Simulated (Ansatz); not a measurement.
**interstitial C in Si: a dynamics run in two tries**

Aim: a short trajectory for this system. The host cell (diamond) has 16 atoms; the extra atom is the last.

Program: Ansatz 0.2.0. Level of theory: DFT PBE, plane waves, PAW, scalar-relativistic, collinear spin. These are calculated values, not measurements.

**1. The system as given**

The cell holds 17 atoms (CSi16): a = 7.679 Å, b = 7.679 Å, c = 7.679 Å, α = 60.00°, β = 60.00°, γ = 60.00°.

Structure file:

```
CELL_PARAMETERS angstrom
0.00000 5.43000 5.43000
5.43000 0.00000 5.43000
5.43000 5.43000 0.00000
ATOMIC_POSITIONS crystal
Si 0.94442 0.99515 0.96596
Si 0.07876 0.07744 0.16344
Si 0.94195 0.05118 0.53177
Si 0.19526 0.22239 0.48440
Si 0.02062 0.45621 0.00991
Si 0.15307 0.63567 0.06893
Si 0.00158 0.60288 0.43307
Si 0.12785 0.65136 0.62357
Si 0.45463 0.96474 0.06111
Si 0.52427 0.11672 0.21331
Si 0.49451 0.91692 0.57258
Si 0.59310 0.07718 0.68506
Si 0.52725 0.46419 0.01721
Si 0.64239 0.59537 0.14788
Si 0.49537 0.44353 0.54710
Si 0.68833 0.52150 0.64797
C 0.92629 0.18220 0.67712
```

**2. First attempt**

Contents of input.yaml:

```yaml
crystal:
  lattice:
    - [0.0, 5.43, 5.43]
    - [5.43, 0.0, 5.43]
    - [5.43, 5.43, 0.0]
  atoms:
    - { symbol: Si, position: [-0.05558395, -0.00484549, -0.03403991] }
    - { symbol: Si, position: [0.07876336, 0.07744169, 0.16344141] }
    - { symbol: Si, position: [-0.05805213, 0.05118443, 0.53177477] }
    - { symbol: Si, position: [0.19526383, 0.22239382, 0.48440023] }
    - { symbol: Si, position: [0.02062171, 0.45621406, 0.00990588] }
    - { symbol: Si, position: [0.15306848, 0.63566724, 0.06892593] }
    - { symbol: Si, position: [0.00157724, 0.60288083, 0.43307] }
    - { symbol: Si, position: [0.12785429, 0.65136495, 0.62356546] }
    - { symbol: Si, position: [0.45462545, -0.03525503, 0.06111452] }
    - { symbol: Si, position: [0.52427152, 0.11672364, 0.213314] }
    - { symbol: Si, position: [0.4945132, -0.08307525, 0.57257924] }
    - { symbol: Si, position: [0.59310323, 0.0771768, 0.68506047] }
    - { symbol: Si, position: [0.52725434, 0.46419448, 0.01720825] }
    - { symbol: Si, position: [0.64238729, 0.59537088, 0.14787532] }
    - { symbol: Si, position: [0.49537277, 0.44352586, 0.54709748] }
    - { symbol: Si, position: [0.68832737, 0.52150201, 0.64797416] }
    - { symbol: C, position: [0.92629188, 1.1822041, 0.67712414], spin: 1.0 }
magnetization:
  spin_polarized: true
basis:
  ecutwfc: 420.0
kpoints:
  mp_grid: { grid: [2, 2, 2] }
hamiltonian:
  xc: pbe
  pseudopotentials: { kind: paw, azcp: { folder: soft_1 } }
scf:
  occupations: { method: fermi_dirac, width: 0.05 }
  lower_state_search: "off"
  max_iter: 2
md:
  timestep: 1.5
  n_steps: 25
  ensemble: nvt_langevin
  temperature: 1260.0
  initial_velocities: maxwell_boltzmann
  seed: 711120
  friction: 0.05
```

Started as:

```
$ ansatz run input.yaml --threads 1 --pin off --max-ram 3072MiB --backend cpu --events-out ev --progress --plain --runs-dir out
```

Before running it: what results should come out? Wanted: first try.

**Answer**, as computed:

| quantity | value |
| --- | --- |
| first try | not converged |
| cause | the cap on SCF cycles is too low for any step to converge |

What this shows: The program did not catch the first fault at the input check, so it cost a run.
